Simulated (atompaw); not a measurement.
**A PAW (atompaw) potential for Ta, from input to tests**

Task: generate the file, and judge it by its logarithmic derivatives, its ghosts and its cutoff.

Method: atompaw 4.2.0.5, LDA (PW92), scalar-relativistic.

**1. The atom and the settings**

The settings as typed:

| Item | Value |
| --- | --- |
| element | tantalum (Ta, Z = 73) |
| type | PAW |
| frozen core | [Kr] 4d10 4f14 |
| valence charge | 13 |
| reference configuration | 5s2 5p6 5d3 6s2 6p0 |
| partial waves | 5s (bound): rc 1.80 bohr; 6s (bound): rc 2.80 bohr; 5p (bound): rc 1.35 bohr; 6p (bound, empty): rc 2.80 bohr; 5d (bound): rc 2.80 bohr; 5d channel at 0.25 Ry: rc 2.80 bohr |
| local potential | troulliermartins scheme with l = 3 at 0 Ry, radius 1.85 bohr |
| core correction | smooth core density matched at 1.50 bohr |
| augmentation charge | sinc compensation charge, radius 2.45 bohr; PAW radius 2.80 bohr; waves and projectors: custom rrkj vanderbiltortho |

The outer shells as boxes (Hund's rule for the drawing; the calculation is spin-unpolarised):

```
[Kr] core
4d [↑↓][↑↓][↑↓][↑↓][↑↓]
4f [↑↓][↑↓][↑↓][↑↓][↑↓][↑↓][↑↓]
5s [↑↓]
5p [↑↓][↑↓][↑↓]
5d [↑ ][↑ ][↑ ][  ][  ]
6s [↑↓]
6p [  ][  ][  ]
```

The nodes and maxima of the atom's own shells, from an earlier all-electron run, set the scale for the radii.

All-electron outer shells of the reference configuration (LDA (PW92), scalar-relativistic, ld1.x):

| shell | level (eV) | outermost node (bohr) | outermost maximum (bohr) |
| --- | --- | --- | --- |
| 4d | -222.00 | 0.22 | 0.46 |
| 5s | -73.19 | 0.54 | 0.98 |
| 5p | -39.56 | 0.58 | 1.13 |
| 4f | -24.93 | – | 0.44 |
| 6s | -5.61 | 1.32 | 2.74 |
| 5d | -3.78 | 0.65 | 1.58 |
| 6p | -1.48 | 1.59 | 3.89 |

**2. Generation**

Input file Ta.input:

```
Ta 73
LDA-PW scalarrelativistic loggrid 2001 logderivrange -7 5 301
6 6 5 4 0 0
6 1 0
5 2 3
0 0 0
c
c
c
c
v
v
c
c
c
v
v
c
c
v
c
2
2.80 2.45 1.85 1.50
n
n
y
0.25
n
custom rrkj vanderbiltortho sinc
3 0 troulliermartins
1.80
2.80
1.35
2.80
2.80
2.80
PWSCFOUT
UPFDX 0.0125d0 UPFXMIN -7.d0 UPFZMESH 73.d0
END
```

Command:

```console
atompaw < Ta.input > Ta.log
```

What does the calculation give? Wanted: cutoffs for 10 and 1 mRy, occupied levels; bound ghosts; largest phase difference near zero energy, channels read; lowest eigenvalue of the overlap; share of valence orbitals outside the PAW sphere; UPF file.

As calculated:

| quantity | value |
| --- | --- |
| cutoffs for 10 and 1 mRy, occupied levels | 40 Ry and 60 Ry |
| bound ghosts | s at -190.69 eV, d at -40.20 eV |
| largest phase difference near zero energy, channels read | 2.541 rad |
| lowest eigenvalue of the overlap (Bessel basis) | 0.055 (s) |
| share of valence orbitals outside the PAW sphere | 5s 0 %, 6s 61 %, 5p 1 %, 6p 89 %, 5d 24 % |
| UPF file | written |

**Reading.** A bound ghost (s, d) makes it unfit for use: electrons can fall into a state that the atom doesn't have. By its cutoff, 40 Ry for the looser tolerance, it is of middling hardness. The slowest occupied level is 5p: taken alone it needs 45 Ry to come within 1 mRy, against 18 Ry for 5s. Of the channels read, p scatters worst near zero energy, by up to 2.54 rad (at the energies tabulated). The pseudo curves have poles with no partner nearby in the atom's: p at 0.51 Ry, d at -2.93 Ry. At positive energy that is a spurious or a displaced resonance. Note that the frozen 4f shell (-25 eV) lies higher than the valence 5s shell (-73 eV). These are tests on the free atom; a crystal test is still owed.
